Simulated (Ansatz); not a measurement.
This script for the Python package of Ansatz (0.2.0) starts 2 runs on AlN, space group F-43m. What input does the engine get in each?

The script, `paw_lapw_aln.py`:
```python
"""PAW against all-electron LAPW for AlN."""

import ansatz
import numpy as np
from tabulate import tabulate


def count_gap(report):
    # lowest empty less highest filled band, counting bands; zero where they overlap
    return max(report.get("gap_by_band_count_ev") or 0.0, 0.0)


def main() -> None:
    lattice = ansatz.Lattice.of(
        [0.0, 2.183994, 2.183994],
        [2.183994, 0.0, 2.183994],
        [2.183994, 2.183994, 0.0],
    )
    sites = [
        ("Al", [0.0, 0.0, 0.0]),
        ("N", [0.75, 0.75, 0.75]),
    ]
    structure = ansatz.Crystal(lattice=lattice)
    for symbol, position in sites:
        structure = structure.atom(symbol, position)

    model = (
        structure.calculation()
        .functional("pbe")
        .kpoints(mesh=(7, 7, 7), center="gamma")
        .occupations("Fixed")
        .stress()
        .forces()
        .band_table()
    )
    variants = {
        "PAW": model.pseudopotentials("paw"),
        "LAPW": model.pseudopotentials("all_electron", lapw=True),
    }
    # totals differ by the cores that each treatment holds, so compare what does not depend on them
    rows = []
    for label, variant in variants.items():
        r = variant.run(threads=1, pin="off").report
        levels = np.array(r["eigenvalues_ev"][0]) - r["fermi_energy_ev"]
        print(label, "levels at the first k-point near E_F:", np.round(levels[np.abs(levels) < 5], 3))
        rows.append((label, r["n_electrons"], np.trace(r["stress_gpa"]) / 3, count_gap(r)))
    print(tabulate(rows, headers=["treatment", "electrons in bands", "P GPa", "gap by band count eV"], floatfmt=".4f", tablefmt="pipe"))


if __name__ == "__main__":
    main()
```

Run 1:
```yaml
crystal:
  lattice:
    - [0.0, 2.183994, 2.183994]
    - [2.183994, 0.0, 2.183994]
    - [2.183994, 2.183994, 0.0]
  atoms:
    - { symbol: Al, position: [0.0, 0.0, 0.0] }
    - { symbol: "N", position: [0.75, 0.75, 0.75] }
kpoints:
  mp_grid:
    grid: [7, 7, 7]
    shift: [0.0, 0.0, 0.0]
hamiltonian:
  xc: pbe
  pseudopotentials:
    kind: paw
scf:
  occupations:
    method: fixed
output:
  forces: true
  stress: true
  eigenvalues: true
```

Run 2, against run 1:
```diff
-    kind: paw
+    kind: all_electron
+    lapw: {}
```

Running `python paw_lapw_aln.py` prints:
```text
DeckWarning: basis.ecutwfc = 420 eV, auto-derived from the records' recommended cutoffs: set by Al (normal level)
PAW levels at the first k-point near E_F: [-0.    -0.     0.     4.186]
LAPW levels at the first k-point near E_F: [-0.    -0.     0.     4.192]
| treatment   |   electrons in bands |   P GPa |   gap by band count eV |
|:------------|---------------------:|--------:|-----------------------:|
| PAW         |               8.0000 |  4.8514 |                 3.6271 |
| LAPW        |              18.0000 |  4.7538 |                 3.6190 |
```
(Warnings from the package without file and line.)

PAW gives 4.851 GPa and LAPW 4.754 GPa, 0.10 GPa apart. They took 0.6 and 6.0 s of processor time.

Notes:
- These settings explore the input space; cutoff and mesh may be short of convergence.
- Along an axis with an odd division the mesh misses the point at one half; a gap read on a finite mesh is an upper bound on this functional's gap.
- Semilocal gaps usually lie well under measured ones.
- The Fermi level of a run with fixed occupations marks the highest occupied state on its mesh, not mid-gap.
- The structure comes from a database of computed cells and needn't be a stable or known phase.
- Gaps and levels are Kohn-Sham values on a finite set of k-points.
- Pressure is positive in compression; the treatments may keep other shells as core, so totals and counts of electrons can differ.
- Wall time of the script: 7.4 s on 1 thread of Arm Neoverse V1 (shared host), peak memory 0.39 GiB.
